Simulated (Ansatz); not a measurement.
# CoSi: projected density of states with PBEsol+U

The system is CoSi.

```xyz
8
Lattice="4.4380 0.0000 0.0000 0.0000 4.4380 0.0000 0.0000 0.0000 4.4380" Properties=species:S:1:pos:R:3 pbc="T T T"
Co    3.8167    2.8403    1.5977
Co    2.8403    1.5977    3.8167
Co    1.5977    3.8167    2.8403
Co    0.6213    0.6213    0.6213
Si    0.6968    1.5222    2.9158
Si    1.5222    2.9158    0.6968
Si    2.9158    0.6968    1.5222
Si    3.7412    3.7412    3.7412
```

```yaml
Program: Ansatz 0.2.0
Task: projected density of states
Functional: PBEsol
Potentials_or_basis: Ansatz PAW
Cutoff: "420 eV (not typed: the program's choice for these potentials)"
k_mesh: 6 × 6 × 6
Occupations: fermi-dirac, width 0.05 eV
Spin: collinear spin, ferromagnetic start
Starting_moments: "[2.0, 2.0, 2.0, 2.0, 0.0, 0.0, 0.0, 0.0] μB"
Hubbard_terms: Co d U = 3 eV
Hubbard_projectors: ortho-atomic (the default)
Double_counting: fll (the default)
```

```json
{
  "Pressure": "-9.7 GPa",
  "Largest force": "0.163 eV/Å",
  "Band gap on the k mesh": "none (metal or under the smearing width)",
  "Net moment": "0.00 μB per cell",
  "Absolute moment": "0.00 μB per cell",
  "Density of states at the Fermi level": "0.38 states/eV per cell"
}
```

Forces in eV/Å, atoms in the order of the input:
```
Co  -0.094  0.094 -0.094
Co   0.094 -0.094 -0.094
Co  -0.094 -0.094  0.094
Co   0.094  0.094  0.094
Si   0.056 -0.056  0.056
Si  -0.056  0.056  0.056
Si   0.056  0.056 -0.056
Si  -0.056 -0.056 -0.056
```

Levels at points of the mesh, in eV from the Fermi level:
Spin up:
```tsv
k point	band 40	band 41	band 42	band 43	band 44	band 45
(0.00, 0.00, 0.00)	-0.98	-0.07	-0.07	-0.07	2.56	2.56
(0.00, 0.00, -0.50)	-0.80	-0.56	-0.56	1.03	1.03	1.53
(0.00, -0.50, -0.50)	-1.22	-0.04	-0.04	0.57	0.57	2.10
(-0.50, -0.50, -0.50)	-1.42	-0.26	-0.26	-0.26	-0.26	5.45
```
Spin down:
| k point | band 38 | band 39 | band 40 | band 41 | band 42 | band 43 | band 44 | band 45 | band 46 | band 47 |
| --- | --- | --- | --- | --- | --- | --- | --- | --- | --- | --- |
| (0.00, 0.00, 0.00) | -1.06 | -0.98 | -0.98 | -0.07 | -0.07 | -0.07 | 2.56 | 2.56 | 2.56 | 3.09 |
| (0.00, 0.00, -0.50) | -1.27 | -0.80 | -0.80 | -0.56 | -0.56 | 1.03 | 1.03 | 1.53 | 1.53 | 4.46 |
| (0.00, -0.50, -0.50) | -1.68 | -1.22 | -1.22 | -0.04 | -0.04 | 0.57 | 0.57 | 2.10 | 2.10 | 2.61 |
| (-0.50, -0.50, -0.50) | -1.42 | -1.42 | -1.42 | -0.26 | -0.26 | -0.26 | -0.26 | 5.45 | 5.45 | 5.45 |

States per cell in windows of 0.5 eV (zero at the Fermi level; states under -8 eV left out):
```tsv
from (eV)	up	down	Co 3d up	Co 3d down	Si 3p up	Si 3p down	Si 3s up	Si 3s down
-8.0	0.32	0.32	0.07	0.07	0.08	0.08	0.15	0.15
-7.5	0.45	0.45	0.11	0.11	0.12	0.12	0.17	0.17
-7.0	0.30	0.30	0.05	0.05	0.18	0.18	0.02	0.02
-6.5	0.69	0.69	0.18	0.18	0.39	0.39	0.05	0.05
-6.0	0.78	0.78	0.24	0.24	0.40	0.40	0.06	0.06
-5.5	0.55	0.55	0.18	0.18	0.28	0.28	0.03	0.03
-5.0	1.21	1.21	0.50	0.50	0.55	0.55	0.07	0.07
-4.5	1.13	1.13	0.60	0.60	0.42	0.42	0.05	0.05
-4.0	1.48	1.48	0.97	0.97	0.41	0.41	0.04	0.04
-3.5	2.49	2.49	1.91	1.91	0.38	0.38	0.05	0.05
-3.0	3.41	3.41	2.65	2.65	0.52	0.52	0.05	0.05
-2.5	2.05	2.05	1.67	1.67	0.27	0.27	0.02	0.02
-2.0	2.60	2.60	2.39	2.39	0.12	0.12	0.02	0.02
-1.5	2.63	2.63	2.44	2.44	0.10	0.10	0.02	0.02
-1.0	1.22	1.22	1.07	1.07	0.10	0.10	0.02	0.02
-0.5	1.40	1.40	1.18	1.18	0.16	0.16	0.02	0.02
0.0	0.35	0.35	0.27	0.27	0.06	0.06	0.01	0.01
0.5	0.90	0.90	0.57	0.57	0.24	0.24	0.05	0.05
1.0	0.57	0.57	0.32	0.32	0.16	0.16	0.07	0.07
1.5	0.72	0.72	0.35	0.35	0.18	0.18	0.14	0.14
2.0	0.96	0.96	0.38	0.38	0.30	0.30	0.20	0.20
2.5	0.81	0.81	0.26	0.26	0.29	0.29	0.15	0.15
3.0	1.02	1.02	0.27	0.27	0.41	0.41	0.15	0.15
3.5	0.86	0.86	0.17	0.17	0.35	0.35	0.12	0.12
4.0	0.98	0.98	0.16	0.16	0.42	0.42	0.12	0.12
4.5	0.93	0.93	0.12	0.12	0.41	0.41	0.08	0.08
5.0	0.77	0.77	0.08	0.08	0.34	0.34	0.05	0.05
5.5	0.88	0.88	0.08	0.08	0.42	0.42	0.06	0.06
6.0	0.87	0.87	0.07	0.07	0.37	0.37	0.04	0.04
6.5	0.54	0.54	0.04	0.04	0.24	0.24	0.02	0.02
7.0	0.90	0.90	0.05	0.05	0.33	0.33	0.03	0.03
7.5	0.75	0.75	0.04	0.04	0.21	0.21	0.02	0.02
```

Eigenvalues of the final occupation matrices:
```tsv
site	spin	trace	eigenvalues
site 1	1	4.09	0.79 0.79 0.82 0.84 0.84
site 1	2	4.09	0.79 0.79 0.82 0.84 0.84
site 2	1	4.09	0.79 0.79 0.82 0.84 0.84
site 2	2	4.09	0.79 0.79 0.82 0.84 0.84
site 3	1	4.09	0.79 0.79 0.82 0.84 0.84
site 3	2	4.09	0.79 0.79 0.82 0.84 0.84
site 4	1	4.09	0.79 0.79 0.82 0.84 0.84
site 4	2	4.09	0.79 0.79 0.82 0.84 0.84
```

It took 4 min on 4 threads of Arm Neoverse V1, with other jobs on the host, peak memory 1.2 GiB.

Caveat: the magnetic or orbital state may not be the lowest; the starting moments collapsed, and a magnetic state may lie lower; the PAW data sets come from PBE, with cores solved anew for the run's functional, which leaves a small shift of forces and pressure; the U is typed as a test and isn't derived for this compound; the density of states is complete only up to the lowest level of the last band computed; the starting moments weren't kept. The state reached can hang on the start; a lower one may exist.
